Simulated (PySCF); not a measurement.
# C4H8Si: the cost of one run

The runs use PySCF 2.14.0, with density-fitted response routines of our own; the level of theory stands in each step. All values are computed, except where a source is named. Atoms count from 0, in the outputs and in this text.

## (1) The molecule as given

13 atoms, charge 0, multiplicity 1; geometry from: GFN2-xTB.

Bonds of the start (Å): Si0–C1 1.92, C1–C2 1.46, C2–C3 1.30, C3–C4 1.50, C4–C2 1.50, Si0–H5 1.46, Si0–H6 1.46, Si0–H7 1.46, C1–H8 1.09, C1–H9 1.09, C3–H10 1.06, C4–H11 1.09, C4–H12 1.09.

## (2) TDDFT and polarisability: CAM-B3LYP/def2-SVPD

Job settings and geometry (Å):

```
{"job": {"kind": "uv", "xc": "CAM-B3LYP", "basis": "def2-SVPD", "nstates": 8, "ntriplets": 3}, "charge": 0, "multiplicity": 1}
Si    -1.902809     0.219813     0.473997
C     -0.615834    -0.023385    -0.924189
C      0.739442     0.060067    -0.396231
C      1.865507     0.674608    -0.182324
C      1.737088    -0.686846     0.439685
H     -3.234487     0.050691    -0.111012
H     -1.754070     1.566066     1.026446
H     -1.682055    -0.784124     1.513908
H     -0.758828     0.730721    -1.700734
H     -0.771101    -1.005360    -1.376331
H      2.514589     1.504788    -0.306698
H      1.586542    -0.775159     1.512120
H      2.271626    -1.531393     0.013635
```

Level: TDDFT CAM-B3LYP/def2-SVPD, vertical, gas phase, core orbitals frozen in the response.

Started as:

```console
> OMP_NUM_THREADS=1 python probes_run.py task.json out
```

This one command runs all jobs of the session in turn.

Q: Estimate the wall time and peak memory of this first job on 1 thread of Arm Neoverse V2, shared host.

About 21 s, with a peak of 0.73 GiB.
